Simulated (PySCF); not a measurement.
# [La(H2O)2]3+: other functionals and bases at one geometry

One table from this session's results is given with a row withheld; the runs are named, their logs left out.

Program: PySCF 2.14.0. Level of theory: several levels, as the steps say, no spin–orbit coupling. These are calculated values, not measurements.

2 further runs of the same task are left out: 2 for a known fault of the program.

## The system as given

7 atoms, charge 3, spin multiplicity 1.

Bond lengths: La1–O2 2.382 Å, La1–O5 2.387 Å, O2–H3 0.992 Å, O2–H4 0.993 Å, O5–H6 0.993 Å, O5–H7 0.993 Å. Angles: O2–La1–O5 107.4°, La1–O2–H3 129.3°, La1–O2–H4 127.8°, H3–O2–H4 102.9°, La1–O5–H6 128.6°, La1–O5–H7 128.6°, H6–O5–H7 102.7°.

Coordinates:

```xyz
7
H4LaO2
La   -0.86967   -0.86967   -0.02272
O     0.10204    0.10169    1.92349
H     0.80199    0.80163    1.99449
H    -0.10285   -0.10337    2.87369
O     0.15534    0.15569   -1.91866
H     0.95700   -0.13999   -2.42525
H    -0.14042    0.95744   -2.42505
```

Formal oxidation states: La +3. An earlier session relaxed this geometry at B3LYP, La def2-SVP with ECP46, O def2-SVP, H def2-SVP (singlet, point group Cs).

At B3LYP on the finer grid: E = -183.187727 Eh, HOMO -25.36 eV, LUMO -18.37 eV, Mulliken charge on La1 +2.26 e, largest force component 0.012 eV/Å. 

Levels to run: wB97X; PBE0; M06-L; PBE; B3LYP, TZVP; B3LYP, x2c-SVP. Hardware: 2 threads of Arm Neoverse V1, shared host.

Set-up of the first run:

run.py (the lines that set the calculation)

```python
mol = gto.M(atom='''
La    -0.86967    -0.86967    -0.02272
O      0.10204     0.10169     1.92349
H      0.80199     0.80163     1.99449
H     -0.10285    -0.10337     2.87369
O      0.15534     0.15569    -1.91866
H      0.95700    -0.13999    -2.42525
H     -0.14042     0.95744    -2.42505''',
    basis={'La': 'def2-SVP', 'O': 'def2-SVP', 'H': 'def2-SVP'},
    ecp={'La': 'def2-SVP'},
    charge=3, spin=0)
mf = dft.RKS(mol, xc='WB97X')
mf.grids.atom_grid = (75, 302)  # f atoms: unpruned, at least (60, 302)
mf = mf.density_fit()  # fitting sets: La def2-universal-JKFIT, O def2-universal-JKFIT, H def2-universal-JKFIT
mf.conv_tol = 1e-08; mf.max_cycle = 55
mf.kernel(dm0)  # dm0: the density of the relaxed state
```

The run is started by

```sh
$ OMP_NUM_THREADS=2 python run.py
```

Among the steps run: wB97X; PBE0; M06-L; PBE; B3LYP, TZVP; B3LYP, x2c-SVP.

One of the session's tables, all rows but one given; the rest of the session is left out.

| level | HOMO (eV) | gap (eV) | charge on La1 (e) | dipole (D) | largest force component (eV/Å) |
| --- | --- | --- | --- | --- | --- |
| B3LYP (relaxed here) | -25.36 | 6.99 | 2.26 | 2.54 | 0.01 |
| wB97X | -28.18 | 12.49 | 2.31 | 2.26 | 0.18 |
| PBE0 | -25.68 | 7.60 | 2.28 | 2.48 | 0.15 |
| M06-L | -24.20 | 5.79 | 2.33 | 2.38 | 0.20 |
| PBE | -23.91 | 4.93 | 2.19 | 2.82 | 0.38 |
| B3LYP, TZVP | ? | ? | ? | ? | ? |
| B3LYP, x2c-SVP | -25.44 | 6.86 | 2.28 | 2.55 | 0.42 |

**Question.** Estimate the row for B3LYP, TZVP.

The run gave: HOMO (eV): -25.42; gap (eV): 7.05; charge on La1 (e): 2.40; dipole (D): 2.49; largest force component (eV/Å): 0.32. In the column «HOMO (eV)» it lies between B3LYP, x2c-SVP (-25.44) and B3LYP (relaxed here) (-25.36).

The dipole of a charged species depends on the origin, so these sizes hold for this origin alone.

In one basis the HOMO–LUMO gap runs from 4.93 eV (PBE) to 12.49 eV (wB97X). The largest leftover force, 0.42 eV/Å with B3LYP, x2c-SVP, stands at a geometry relaxed at another level. Total energies of different levels can't be compared.
